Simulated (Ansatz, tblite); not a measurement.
**The cluster B2O3: a ladder of methods and basis sets**

Aim: run the singlet of the cluster B2O3 at one geometry on many levels, and compare frontier levels, spin and run time.

The runs use Ansatz 0.2.0, Gaussian basis; as each input shows.

Plan: GFN1-xTB, GFN2-xTB, PBE-D4/def2-TZVP, r2SCAN-D4/def2-TZVP, revPBE-D4/def2-TZVP, LDA/def2-TZVP, BLYP-D4/def2-TZVP, PBE-QIDH/def2-TZVP, B97M-V/def2-TZVP, PBE+5HF/def2-TZVP, PBE+10HF/def2-TZVP, PBE+15HF/def2-TZVP, PBE+35HF/def2-TZVP, PBE+50HF/def2-TZVP, PBE-D4/def2-SVP, PBE0-D4/def2-SVP, HF/STO-3G, HF/6-31G, B3LYP-D4/6-31G, PBE0-D4/def2-TZVPD, PBE-D4/def2-TZVPD, r2SCAN-D4/def2-TZVPD, CCSD(T)/def2-TZVPP, MP2/def2-TZVP, RPA/def2-TZVP.

1 further run of the same task is left out (set aside as unsound or not needed). Runs told in other sessions of the task aren't counted.

## Step 1: The structure

The singlet was relaxed beforehand with PBE-D4/def2-SVP. At that level it is the lowest of the isomers that a small search found.

5 atoms, charge 0, spin multiplicity 1.

Bond lengths: B1–O4 1.318 Å, B1–O5 1.219 Å, B2–O3 1.219 Å, B2–O4 1.318 Å. Angles: O4–B1–O5 179.9°, O3–B2–O4 179.9°, B1–O4–B2 178.2°.

Coordinates:

```xyz
5
charge 0, multiplicity 1
B     1.1737   -0.5991   -0.0260
B    -1.1744    0.5979    0.0216
O    -2.2584    1.1553    0.0589
O    -0.0031   -0.0052   -0.0218
O     2.2622   -1.1489   -0.0326
```

PBE0-D4/def2-TZVP was run before; its log isn't repeated, and its numbers join the tables.

## Step 2: GFN1-xTB

Tight binding, by tblite at 300 K electronic temperature and without a spin-polarisation term:

```python
tblite.interface.Calculator('GFN1-xTB', numbers, positions, charge=0, uhf=0).singlepoint()
```

Energy -465.5601 eV, HOMO -14.92 eV, LUMO -6.22 eV; 0.002 s.

## Step 3: GFN2-xTB

Tight binding, by tblite at 300 K electronic temperature and without a spin-polarisation term:

```python
tblite.interface.Calculator('GFN2-xTB', numbers, positions, charge=0, uhf=0).singlepoint()
```

Energy -404.2771 eV, HOMO -13.45 eV, LUMO -5.87 eV; 0.002 s.

## Step 4: PBE-D4/def2-TZVP

start.molden holds the orbitals of an earlier run on this state, given as this run's starting guess.

in.yaml

```yaml
crystal:
  periodic: [false, false, false]
  atoms:
    - {symbol: B, position_ang: [1.173719, -0.599127, -0.026037]}
    - {symbol: B, position_ang: [-1.174423, 0.597923, 0.021591]}
    - {symbol: O, position_ang: [-2.258415, 1.155270, 0.058876]}
    - {symbol: O, position_ang: [-0.003074, -0.005159, -0.021846]}
    - {symbol: O, position_ang: [2.262183, -1.148917, -0.032593]}
basis:
  gaussian: {orbitals: def2-TZVP, initial_orbitals: start.molden}
hamiltonian: {xc: pbe, dispersion: d4}
scf: {omitted_lower_state_checks: [starts]}
output: {orbitals: {seedname: orbitals}}
```

On the command line:

```sh
> ansatz run in.yaml --threads 4 --pin off --events-out ev --progress --plain --max-ram 3916MiB
```

After this run come: r2SCAN-D4/def2-TZVP; revPBE-D4/def2-TZVP; LDA/def2-TZVP; BLYP-D4/def2-TZVP; PBE-QIDH/def2-TZVP; B97M-V/def2-TZVP; PBE+5HF/def2-TZVP; PBE+10HF/def2-TZVP; PBE+15HF/def2-TZVP; PBE+35HF/def2-TZVP; PBE+50HF/def2-TZVP; PBE-D4/def2-SVP; PBE0-D4/def2-SVP; HF/STO-3G; HF/6-31G; B3LYP-D4/6-31G; PBE0-D4/def2-TZVPD; PBE-D4/def2-TZVPD; r2SCAN-D4/def2-TZVPD; CCSD(T)/def2-TZVPP; MP2/def2-TZVP; RPA/def2-TZVP.

Before running them: what should the planned runs give, taken together? Wanted: gap in def2-TZVP, named functionals, smallest and largest; gap over the share of exact exchange; correlation energy, CCSD(T)/def2-TZVPP; correlation energy, MP2/def2-TZVP; binding an atom, CCSD(T)/def2-TZVPP; PBE0 total energy, smallest basis above largest.

As calculated:

| quantity | value |
| --- | --- |
| gap in def2-TZVP, named functionals, smallest and largest | 6.37 eV (BLYP-D4), 8.89 eV (PBE0-D4) |
| gap over the share of exact exchange | 6.50 eV at 0, 11.30 eV at 0.5 |
| correlation energy, CCSD(T)/def2-TZVPP | -24.20 eV |
| correlation energy, MP2/def2-TZVP | -23.35 eV |
| binding an atom, CCSD(T)/def2-TZVPP | 5.486 eV |
| PBE0 total energy, smallest basis above largest | 8.62 eV (def2-SVP, def2-TZVPD) |

What this shows: Orbital gaps of the named functionals in def2-TZVP span 6.37 eV (BLYP-D4) to 8.89 eV (PBE0-D4); exact exchange widens it. Raising the share of exact exchange from 0 to 0.5 moves the HOMO by -3.19 eV and the LUMO by +1.61 eV. A small miss in a minimal or small basis is a cancelling of errors, not accuracy. The functionals in def2-TZVP miss CCSD(T)/def2-TZVPP by +0.160 (PBE-QIDH) to +1.259 eV (LDA) an atom. The reference is CCSD(T) in one finite basis, so it carries an error of its own, often a tenth of an eV or more, and near misses can't be ranked.
